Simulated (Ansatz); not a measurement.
**CH5BTe: functionals against CCSD(T) at one geometry**

The atoms stand at a structure displaced at random from a GFN2-xTB minimum. How far do the functionals agree with CCSD(T) there?

The runs use Ansatz 0.2.0, Gaussian basis; single points in def2-TZVPP.

Correlated methods freeze the cores. Filled d shells of the heavier atoms are correlated. Core potentials replace the inner electrons past krypton, and spin-orbit coupling is left out. B3LYP uses VWN-RPA correlation.

## 1. Where the work starts

8 atoms, charge 0, spin multiplicity 1.

Atoms are counted from 1 here; the program's logs count them from 0.

Bond lengths: B1–Te2 2.074 Å, B1–H4 1.148 Å, B1–H5 1.193 Å, Te2–C3 2.172 Å, C3–H6 1.129 Å, C3–H7 1.105 Å, C3–H8 1.073 Å. Angles: Te2–B1–H4 119.2°, Te2–B1–H5 120.2°, H4–B1–H5 120.6°, B1–Te2–C3 98.0°, Te2–C3–H6 108.0°, Te2–C3–H7 108.2°, Te2–C3–H8 110.3°, H6–C3–H7 108.7°, H6–C3–H8 109.3°, H7–C3–H8 112.2°.

As a file:

```xyz
8
CH5BTe
B    -0.6915    1.2333   -1.0889
Te   -1.2209    0.2937    0.6832
C     0.5226   -0.9871    0.8767
H    -1.3971    2.0188   -1.5389
H     0.3427    0.9711   -1.6217
H     1.4424   -0.3436    0.7600
H     0.5012   -1.7258    0.0550
H     0.5371   -1.4541    1.8424
```

## 2. CCSD(T)/def2-TZVPP

Contents of run/in.yaml:

```yaml
crystal:
  periodic: [false, false, false]
  atoms:
    - {symbol: B, position_ang: [-0.691500, 1.233300, -1.088900]}
    - {symbol: Te, position_ang: [-1.220900, 0.293700, 0.683200]}
    - {symbol: C, position_ang: [0.522600, -0.987100, 0.876700]}
    - {symbol: H, position_ang: [-1.397100, 2.018800, -1.538900]}
    - {symbol: H, position_ang: [0.342700, 0.971100, -1.621700]}
    - {symbol: H, position_ang: [1.442400, -0.343600, 0.760000]}
    - {symbol: H, position_ang: [0.501200, -1.725800, 0.055000]}
    - {symbol: H, position_ang: [0.537100, -1.454100, 1.842400]}
basis:
  gaussian: {orbitals: def2-TZVPP}
correlation: {method: ccsd_t}
output: {forces: true}
```

No record of the launch command was kept for these runs.

## 3. PBE0-D4/def2-TZVPP

Changes to run/in.yaml since step 2:

```diff
@@ -13,3 +13,3 @@
   gaussian: {orbitals: def2-TZVPP}
-correlation: {method: ccsd_t}
-output: {forces: true}
+hamiltonian: {xc: pbe0, dispersion: d4}
+output: {forces: true, orbitals: {seedname: orbitals}}
```

## 4. wB97M-V/def2-TZVPP

Changes to run/in.yaml since step 3:

```diff
@@ -13,3 +13,3 @@
   gaussian: {orbitals: def2-TZVPP}
-hamiltonian: {xc: pbe0, dispersion: d4}
-output: {forces: true, orbitals: {seedname: orbitals}}
+hamiltonian: {xc: {name: wB97M-V}}
+output: {forces: true}
```

## 5. r2SCAN-D4/def2-TZVPP

Changes to run/in.yaml since step 4:

```diff
@@ -13,3 +13,3 @@
   gaussian: {orbitals: def2-TZVPP}
-hamiltonian: {xc: {name: wB97M-V}}
+hamiltonian: {xc: r2scan, dispersion: d4}
 output: {forces: true}
```

## 6. PBE-D4/def2-TZVPP

Changes to run/in.yaml since step 5:

```diff
@@ -13,3 +13,3 @@
   gaussian: {orbitals: def2-TZVPP}
-hamiltonian: {xc: r2scan, dispersion: d4}
+hamiltonian: {xc: pbe, dispersion: d4}
 output: {forces: true}
```

## 7. LC-wPBE/def2-TZVPP

Changes to run/in.yaml since step 6:

```diff
@@ -13,3 +13,3 @@
   gaussian: {orbitals: def2-TZVPP}
-hamiltonian: {xc: pbe, dispersion: d4}
+hamiltonian: {xc: {name: LC-wPBE}}
 output: {forces: true}
```

## 8. B3LYP-D4/def2-TZVPP

Changes to run/in.yaml since step 7:

```diff
@@ -13,3 +13,3 @@
   gaussian: {orbitals: def2-TZVPP}
-hamiltonian: {xc: {name: LC-wPBE}}
+hamiltonian: {xc: {name: B3LYP}, dispersion: d4}
 output: {forces: true}
```

(Steps that only read results are left out.)

Q: Predict the outcome of this session. Wanted: energy less free atoms, CCSD(T)/def2-TZVPP; RMS force component; RMS force error; HOMO and LUMO, PBE0-D4; T1 diagnostic.

The runs gave:

```
                                  quantity                                                                                            value
energy less free atoms, CCSD(T)/def2-TZVPP                                                                                       -26.603 eV
                       RMS force component                                                             0.555 to 0.606 eV/Å over the methods
                           RMS force error  PBE0-D4 0.030, wB97M-V 0.062, r2SCAN-D4 0.034, PBE-D4 0.111, LC-wPBE 0.156, B3LYP-D4 0.099 eV/Å
                    HOMO and LUMO, PBE0-D4                                                                               -6.82 and -1.50 eV
                             T1 diagnostic                                                                                            0.015
```

**Reading.** Against CCSD(T) the functionals' energies less atoms differ by -1.034 to -0.232 eV, PBE-D4 by -1.034 eV. A larger basis would deepen the CCSD(T) value, while the functionals are nearly converged already, so the order here is not reliable. For forces PBE0-D4 does best and LC-wPBE worst. Frozen-core CCSD(T) forces in triple zeta carry basis errors of their own, and this is one geometry, so small gaps rank nothing.
